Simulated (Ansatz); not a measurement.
Working through cell relaxations under several functionals of SnAs, space group Fm-3m

Program: Ansatz 0.2.0, Python API.

The cells in order, each with its output:

```python
import ansatz as az
import numpy as np
```

```python
def edges_and_angles(cell):
    cell = np.asarray(cell)
    a, b, c = np.linalg.norm(cell, axis=1)
    cosines = cell[1] @ cell[2] / (b * c), cell[0] @ cell[2] / (a * c), cell[0] @ cell[1] / (a * b)
    return (a, b, c, *np.degrees(np.arccos(cosines)))
```

```python
lattice = az.Lattice.of(
    (0.0, 2.8405, 2.8405),
    (2.8405, 0.0, 2.8405),
    (2.8405, 2.8405, 0.0),
)
sites = [
    ("Sn", (0.0, 0.0, 0.0)),
    ("As", (0.5, 0.5, 0.5)),
]
structure = az.Crystal(lattice=lattice)
for symbol, position in sites:
    structure = structure.atom(symbol, position)
```

```python
[site.symbol for site in structure.resolved().sites]
```

    ['Sn', 'As']

```python
job = structure.calculation()
job = job.kpoints(length=22)
job = job.occupations("cold")
job = job.relax(cell=True, force_tolerance=0.005, max_steps=60)

levels = [("lda", "none"), ("blyp", "d3bj"), ("pbesol", "none")]
print("level            a       b       c    alpha   beta  gamma  V/atom  steps")
for name, dispersion in levels:
    seen = []
    run = job.functional(name, dispersion=dispersion).session().plan()
    done = run.execute(on_event=lambda e: seen.append(e) if e["event"] == "relax_step" else None)
    cell = done.lattice.cell_ang
    label = name if dispersion == "none" else f"{name}+{dispersion}"
    print("{:13s} {:7.4f} {:7.4f} {:7.4f} {:6.2f} {:6.2f} {:6.2f}".format(label, *edges_and_angles(cell)), f"{abs(np.linalg.det(cell)) / len(done.lattice.sites):7.3f} {len(seen):5d}")
```

    level            a       b       c    alpha   beta  gamma  V/atom  steps
    DeckWarning: basis.ecutwfc = 420 eV, auto-derived from the records' recommended cutoffs: set by Sn (normal level)
    lda            4.0096  4.0096  4.0096  60.00  60.00  60.00  22.791     4
    blyp+d3bj      4.0784  4.0784  4.0784  60.00  60.00  60.00  23.984     5
    pbesol         4.0416  4.0416  4.0416  60.00  60.00  60.00  23.341     4

From smallest to largest: LDA (22.79 Å³ an atom, -0.6 % against the start), PBEsol (23.34 Å³ an atom, +1.8 % against the start) and BLYP+D3BJ (23.98 Å³ an atom, +4.6 % against the start). The spread is 5.2 % in volume.

Forces vanish by symmetry, so the ions can't move, and the end may be a saddle. BLYP and dispersion corrections can be off by several per cent in the lattices of metals, and by several GPa in the pressure at a fixed cell. The mesh is modest for a metal, so energies can be off by several to tens of meV an atom and pressures by half a GPa or more; differences at equal mesh fare better. Edges and angles are those of the cell as typed, here a primitive one, not of the conventional cell. Of the deposited cell: the entry's cell lengths or inner coordinates differ somewhat from later room-temperature determinations. The structure is a deposited one; some such entries were measured under pressure or heat, so a shift against it needn't be the functional's error alone. Warnings are shown shortened and without file and line. The whole script took 13 s on 1 thread of AMD EPYC 7R43 64-Core Processor (Zen 3), with other jobs on the host, peak memory 0.44 GiB.

(Lines on the test bed's own set-up are left out of the output.)
